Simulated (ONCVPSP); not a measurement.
# Pseudopotential generation for As: ONCV, LDA (Perdew-Wang 92)

Do these settings give a usable potential? It is generated, then checked for transferability, scattering, ghosts and hardness.

Program: ONCVPSP 4.0.1.1 (patched build). Reference atom: LDA (Perdew-Wang 92), scalar-relativistic, spherical and spin-unpolarised. All values are calculated.

## Step 1: The atom and the settings

Typed settings, in words:

| Property | Result |
| --- | --- |
| element | arsenic (As, Z = 33) |
| type | optimised norm-conserving Vanderbilt (ONCV) |
| frozen core | [Ar] |
| valence charge | 15 |
| reference configuration | 3d10 4s2 4p3 |
| partial waves | 4s: rc 1.65 bohr, ncon 4, nbas 7, qcut 3.6 1/bohr, 3 projectors, debl 3.8 Ha; 4p: rc 1.70 bohr, ncon 3, nbas 6, qcut 5.1 1/bohr, 2 projectors, debl 3.1 Ha; 3d: rc 0.60 bohr, ncon 4, nbas 7, qcut 14.8 1/bohr, 3 projectors, debl 3.5 Ha |
| local potential | polynomial inside 0.40 bohr (lpopt 5, dvloc0 6 Ha) |
| core correction | not asked for |

The outer shells as boxes (Hund's rule for the drawing; the calculation is spin-unpolarised):

```
[Ar] core
3d [↑↓][↑↓][↑↓][↑↓][↑↓]
4s [↑↓]
4p [↑ ][↑ ][↑ ]
```

An earlier all-electron run gives the scale for the radii.

All-electron outer shells of the reference configuration (LDA (PZ), scalar-relativistic, ld1.x):

```tsv
shell	level (eV)	outermost node (bohr)	outermost maximum (bohr)
3s	-189.50	0.25	0.52
3p	-133.41	0.22	0.52
3d	-40.89	–	0.47
4s	-14.70	0.73	1.61
4p	-5.35	0.78	1.97
```

## Step 2: Generating the potential

Input file As.dat:

```
# ATOM AND REFERENCE CONFIGURATION
# atsym  z   nc   nv     iexc    psfile
  As 33.00    5    3  -001012      upf
#
#   n    l    f
    1    0    2.00
    2    0    2.00
    2    1    6.00
    3    0    2.00
    3    1    6.00
    3    2   10.00
    4    0    2.00
    4    1    3.00
#
# PSEUDOPOTENTIAL AND OPTIMIZATION
# lmax
    2
#
#   l,   rc,      ep,       ncon, nbas, qcut
    0    1.65    0.00    4    7    3.60
    1    1.70    0.00    3    6    5.10
    2    0.60    0.00    4    7   14.80
#
# LOCAL POTENTIAL
# lloc, lpopt,  rc(5),   dvloc0
    4    5    0.40    6.00
#
# VANDERBILT-KLEINMAN-BYLANDER PROJECTORs
# l, nproj, debl
    0    3    3.80
    1    2    3.10
    2    3    3.50
#
# MODEL CORE CHARGE
# icmod, fcfact, rcfact
    0    0.00    0.00
#
# LOG DERIVATIVE ANALYSIS
# epsh1, epsh2, depsh
   -3.00    5.00    0.02
#
# OUTPUT GRID
# rlmax, drl
    6.00    0.01
#
# TEST CONFIGURATIONS
# ncnf
    4
# nvcnf
#   n    l    f
    3
    3    2   10.00
    4    0    2.00
    4    1    2.00
#
    3
    3    2   10.00
    4    0    2.00
    4    1    1.00
#
    3
    3    2   10.00
    4    0    2.00
    4    1    0.00
#
    3
    3    2   10.00
    4    0    0.00
    4    1    5.00
#
```

On the command line:

```console
oncvpsp.x < As.dat > As.out
```

Q: Predict the outcome of this session. Wanted: cutoffs for 1 and 0.1 mHa per electron, occupied waves; bound ghosts; GHOST(+) flags; largest test error; largest phase difference near zero energy, channels read.

**Answer**, as computed:

| quantity | value |
| --- | --- |
| cutoffs for 1 and 0.1 mHa per electron, occupied waves | 495 Ha and 669 Ha |
| bound ghosts | s at -393.57 eV, p at -190.03 eV, d at -622.90 eV |
| GHOST(+) flags | s at 303 eV, d at 5738 eV |
| largest test error (AE − PS) | +6.6 meV, for 3d10 4s2 4p0 |
| largest phase difference near zero energy, channels read | 0.000 rad |

**Reading.** A bound ghost (s, p, d) makes it unfit for use: electrons can fall into a state that the atom doesn't have. The worst unpolarised test, 3d10 4s2 4p0, is off by 6.6 meV on 55.5 eV; by total energies transferability rates as good. Atomic tests can pass in spite of a ghost, since they solve only for the levels asked. It counts as very hard, with 495 Ha needed at the looser tolerance. At the looser tolerance the 3d wave is the slowest; 4s needs 31 Ha. Near zero energy the phases of the channels with partial waves agree within 0.001 rad. The program also flags highly localised states, GHOST(+) (s, d).
